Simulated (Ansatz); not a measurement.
# YAu: a tetragonal deformation path

The task here is to estimate one member of a computed series from the others.

Method: DFT r2SCAN, scalar-relativistic, plane waves, PAW, in Ansatz 0.2.0.

### The system as given

The structure is cubic, space group Pm-3m (No. 221). The conventional cell has a = 3.559 Å, b = 3.559 Å, c = 3.559 Å, α = 90.00°, β = 90.00°, γ = 90.00°. Y (site symmetry m-3m) is surrounded by 8 Au at 3.08 Å. Au (site symmetry m-3m) is surrounded by 8 Y at 3.08 Å.

As a file:

```cif
data_structure
_symmetry_space_group_name_H-M 'P 1'
_symmetry_Int_Tables_number 1
_cell_length_a 3.5590
_cell_length_b 3.5590
_cell_length_c 3.5590
_cell_angle_alpha 90.000
_cell_angle_beta 90.000
_cell_angle_gamma 90.000
_cell_volume 45.08
loop_
_atom_site_label
_atom_site_type_symbol
_atom_site_fract_x
_atom_site_fract_y
_atom_site_fract_z
_atom_site_occupancy
Y1 Y 0.50000 0.50000 0.50000 1
Au1 Au 0.00000 0.00000 0.00000 1
```

The cell is taken as given, not relaxed at this level.

### The reference cell

The reference gives a free energy of -17025.0873 eV, pressure 2.23 GPa, largest force 0.000 eV/Å and gap on the mesh none (metal). It was computed beforehand with the settings of the runs below.

The first run:

At fixed volume and fractional coordinates, lengths along (0.000, 0.000, 1.000) are scaled against those across it; ρ is that ratio over its starting value.

Contents of input.yaml:

```yaml
crystal:
  lattice:
    - [3.9950435391, 0.0, 0.0]
    - [0.0, 3.9950435391, 0.0]
    - [0.0, 0.0, 2.8244957821]
  atoms:
    - { symbol: "Y", position: [0.5, 0.5, 0.5] }
    - { symbol: Au, position: [0.0, 0.0, 0.0] }
basis:
  ecutwfc: 500
kpoints:
  mp_grid: { grid: [16, 16, 16] }
hamiltonian:
  xc: r2scan
scf:
  occupations: { method: gaussian, width: 0.15 }
output:
  forces: true
  stress: true
  eigenvalues: true
```

Started as:

```
$ ansatz run input.yaml --threads 1 --pin off --max-ram 2560MiB --backend cpu --events-out ev --progress --plain --runs-dir out
```

Steps of the session up to this table: Point ρ = 0.707; Point ρ = 1.414; Point ρ = 0.850; ρ = 1.200; At ρ = 0.780; Point ρ = 1.300; Point ρ = 0.920; At ρ = 1.100.

One of the session's tables, all rows but one given; the rest of the session is left out.

Collected from the runs (energy zero: the undisturbed cell):

```
    ρ  ΔE (meV/atom)  pressure (GPa)
0.707          398.4             1.9
0.780              ?               ?
0.850           90.4             1.9
0.920           24.2             2.1
1.000            0.0             2.2
1.100           26.7             2.1
1.200           88.1             1.6
1.300          161.3             0.6
1.414          258.3            -0.3
```

**Question.** Estimate the row for ρ = 0.780.

Worked estimate for «ΔE (meV/atom)». A straight line through the neighbours (0.707, 398.4) and (0.850, 90.4) gives 398.4 + (90.4 − 398.4) × (0.780 − 0.707) / (0.850 − 0.707) = 241.2; a parabola fitted to 3 rows on both sides gives 212.2.

The run gave: ΔE (meV/atom): 207.8; pressure (GPa): 1.6. In «ΔE (meV/atom)» the line misses by +33.4 and the parabola by +4.4.
